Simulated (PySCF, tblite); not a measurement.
# C6H13NO2Si: geometry, infrared bands and NMR shifts

Aim: predict the infrared bands and NMR shifts of C6H13NO2Si (`CC[C@@]1(/C=N/C)CO[SiH2]O1`).

Computed with tblite 0.8.0 and PySCF 2.14.0, with density-fitted response routines of our own, on a single molecule in the gas phase. Atoms count from 0, in the outputs and in this text.

## 1. The molecule as given

23 atoms, charge 0, multiplicity 1; geometry from: force field or distance geometry start.

Bonds of the start (Å): C0–C1 1.54, C1–C2 1.50, C2–C3 1.48, C3–N4 1.29, N4–C5 1.42, C2–C6 1.50, C6–O7 1.41, O7–Si8 1.73, Si8–O9 1.72, O9–C2 1.43, C0–H10 1.13, C0–H11 1.09, C0–H12 1.13, C1–H13 1.08, C1–H14 1.12, C3–H15 1.11, C5–H16 1.11, C5–H17 1.10, C5–H18 1.12, C6–H19 1.10, C6–H20 1.11, Si8–H21 1.47, Si8–H22 1.47.

## 2. Geometry optimisation with GFN2-xTB

What the job is given:

```
{"job": {"kind": "relax", "xc": "GFN2-xTB", "basis": "xTB"}, "charge": 0, "multiplicity": 1}
C     -1.712000    -1.751400     0.151400
C     -1.085900    -1.031300    -1.056600
C     -0.511200     0.241200    -0.512000
C      0.506100    -0.006900     0.540000
N      1.585300    -0.625000     0.215100
C      2.634100    -0.928500     1.126600
C      0.102500     1.159000    -1.520400
O      0.659300     2.167300    -0.699300
Si    -0.673000     2.443500     0.364200
O     -1.580900     1.018700     0.024200
H     -1.816700    -1.002900     0.985400
H     -1.125300    -2.594400     0.505700
H     -2.740400    -2.120400    -0.129700
H     -1.783800    -0.950300    -1.874400
H     -0.227700    -1.695600    -1.324900
H      0.357500     0.297100     1.594500
H      2.607000    -1.999100     1.400900
H      2.575900    -0.245000     1.988400
H      3.620300    -0.689100     0.645100
H      0.923500     0.646800    -2.037900
H     -0.627300     1.638500    -2.200300
H     -0.282100     2.377300     1.779100
H     -1.409800     3.677400     0.045100
```

Launch:

```bash
OMP_NUM_THREADS=1 python probes_run.py task.json out
```

The driver reads the jobs from task.json and runs them one after another.

**Question.** This job is followed by: GFN2-xTB harmonic vibrations, gas phase; GIAO PBE0/pcSseg-1 NMR shielding, non-relativistic, gas phase. Predict these results of the whole session: strongest single infrared mode (GFN2-xTB); zero-point energy (GFN2-xTB); ¹³C shifts against TMS (PBE0/pcSseg-1); ¹H shifts against TMS (PBE0/pcSseg-1, means over atoms taken as alike); ¹⁵N shifts against NH3 (PBE0/pcSseg-1); ¹⁷O shifts against H2O (PBE0/pcSseg-1); ²⁹Si shifts against TMS (PBE0/pcSseg-1).

As calculated:

| quantity | value |
| --- | --- |
| strongest single infrared mode (GFN2-xTB) | 2329 cm⁻¹, 415 km/mol |
| zero-point energy (GFN2-xTB) | 115.0 kcal/mol |
| ¹³C shifts against TMS (PBE0/pcSseg-1) | 182.1, 84.3, 79.4, 51.2, 40.6, 10.9 ppm |
| ¹H shifts against TMS (PBE0/pcSseg-1, means over atoms taken as alike) | 8.33, 5.09, 5.06, 4.82, 3.84, 3.77, 1.84, 1.58, 1.14 ppm |
| ¹⁵N shifts against NH3 (PBE0/pcSseg-1) | 380.9 ppm |
| ¹⁷O shifts against H2O (PBE0/pcSseg-1) | 67.4, 39.0 ppm |
| ²⁹Si shifts against TMS (PBE0/pcSseg-1) | -3.1 ppm |

What this shows: The optimisation took 109 steps and gained 1.444 eV; among the close pairs (by a distance rule), O7–Si8 changed most, from 1.727 to 1.638 Å. All 63 modes are real, so the xTB geometry is a minimum. The strongest single mode, at 2329 cm⁻¹, moves mainly H21 and H22. GFN2-xTB is a fitted tight-binding method: band positions and strengths are rough. Its intensities can rank the bands wrongly. At PBE0/pcSseg-1: The largest span, 757 ppm, is at N4, where the paramagnetic term is -443 ppm.
